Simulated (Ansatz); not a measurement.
# BH3SeSn: up Jacob's ladder to CCSD(T)

One table from this session's results is given with a row withheld; the runs are named, their logs left out.

Computed with Ansatz 0.2.0, Gaussian basis. Level: functionals in def2-TZVPP, the program's frozen cores in correlated methods.

Plan: LDA (SPW92), PBE-D4, revPBE-D4, BLYP-D4, r2SCAN-D4, B97M-V, PBE0-D4, B3LYP-D4, r2SCANh-D4, r2SCAN0-D4, HSE06-D4, BHLYP-D4, CAM-B3LYP-D4, LC-ωPBE, ωB97X-V, ωB97M-V, B2PLYP, PBE-QIDH; CCSD(T)/def2-SVP; CCSD(T)/def2-TZVPP; MP2/def2-QZVPP; extrapolation to the limit; RPA on PBE.

1 further run of the same task is left out (for a known fault of the program).

## The relaxed structure

The geometry comes from an earlier relaxation with PBE0-D4 in a triple-zeta def2 set; it is a stationary point. Sn takes the def2 core potential; no spin-orbit term is included.

SMILES `[BH]1[Se][SnH2]1`, 6 atoms, charge 0, spin multiplicity 1.

Atoms are counted from 1 here; the program's logs count them from 0.

Bond lengths: B1–Se2 1.867 Å, B1–Sn3 2.205 Å, B1–H4 1.185 Å, Se2–Sn3 2.670 Å, Sn3–H5 1.706 Å, Sn3–H6 1.706 Å. Angles: Se2–B1–Sn3 81.5°, Se2–B1–H4 137.6°, Sn3–B1–H4 140.9°, B1–Se2–Sn3 54.7°, B1–Sn3–Se2 43.7°, B1–Sn3–H5 123.6°, B1–Sn3–H6 123.6°, Se2–Sn3–H5 106.4°, Se2–Sn3–H6 106.4°, H5–Sn3–H6 109.2°.

Set-up of the first run:

The input, in.yaml:

```yaml
crystal:
  periodic: [false, false, false]
  atoms:
    - {symbol: B, position_ang: [-0.793936, -1.028945, -0.348317]}
    - {symbol: Se, position_ang: [0.842323, -1.665231, 0.286222]}
    - {symbol: Sn, position_ang: [0.166702, 0.909463, 0.076359]}
    - {symbol: H, position_ang: [-1.808310, -1.481519, -0.760739]}
    - {symbol: H, position_ang: [1.329998, 1.630189, -0.941704]}
    - {symbol: H, position_ang: [0.305222, 1.572143, 1.641880]}
basis:
  gaussian: {orbitals: def2-TZVPP}
hamiltonian: {xc: lda}
output: {orbitals: {seedname: orbitals}}
```

Started as:

```bash
$ ansatz run in.yaml --threads 2 --pin off --events-out ev --progress --plain --max-ram 4352MiB
```

Among the steps run: LDA; PBE-D4 (GGA); revPBE-D4 (GGA); BLYP-D4 (GGA); r2SCAN-D4 (meta-GGA); B97M-V (meta-GGA); B3LYP-D4 (hybrid); r2SCANh-D4 (hybrid); r2SCAN0-D4 (hybrid); HSE06-D4 (hybrid); BHLYP-D4 (hybrid); CAM-B3LYP-D4 (range-separated); LC-ωPBE (range-separated); ωB97X-V (range-separated); ωB97M-V (range-separated); B2PLYP (double hybrid); PBE-QIDH (double hybrid).

One of the session's tables, all rows but one given; the rest of the session is left out.

It belongs to the step «Orbital energies across the functionals». 

| functional | HOMO (eV) | LUMO (eV) | gap (eV) |
| --- | --- | --- | --- |
| LDA (SPW92) | -6.02 | -2.96 | 3.06 |
| PBE-D4 | -5.85 | -2.75 | 3.11 |
| revPBE-D4 | -5.79 | -2.66 | 3.13 |
| BLYP-D4 | -5.70 | -2.58 | 3.12 |
| r2SCAN-D4 | -6.06 | -2.55 | 3.51 |
| B97M-V | -6.02 | -2.49 | 3.53 |
| PBE0-D4 | -6.74 | -1.88 | 4.86 |
| B3LYP-D4 | -6.57 | -2.05 | 4.51 |
| r2SCANh-D4 | -6.39 | -2.25 | 4.14 |
| r2SCAN0-D4 | -6.89 | -1.79 | 5.10 |
| HSE06-D4 | -6.36 | -2.26 | 4.10 |
| BHLYP-D4 | -7.49 | -0.93 | 6.56 |
| CAM-B3LYP-D4 | -7.85 | -0.78 | 7.07 |
| LC-ωPBE | ? | ? | ? |
| ωB97X-V | -8.73 | 0.15 | 8.88 |
| ωB97M-V | -8.63 | -0.02 | 8.61 |

**Question.** Estimate the row for LC-ωPBE.

The run gave: HOMO (eV): -9.01; LUMO (eV): 0.22; gap (eV): 9.23. In the column «HOMO (eV)» it is the lowest.
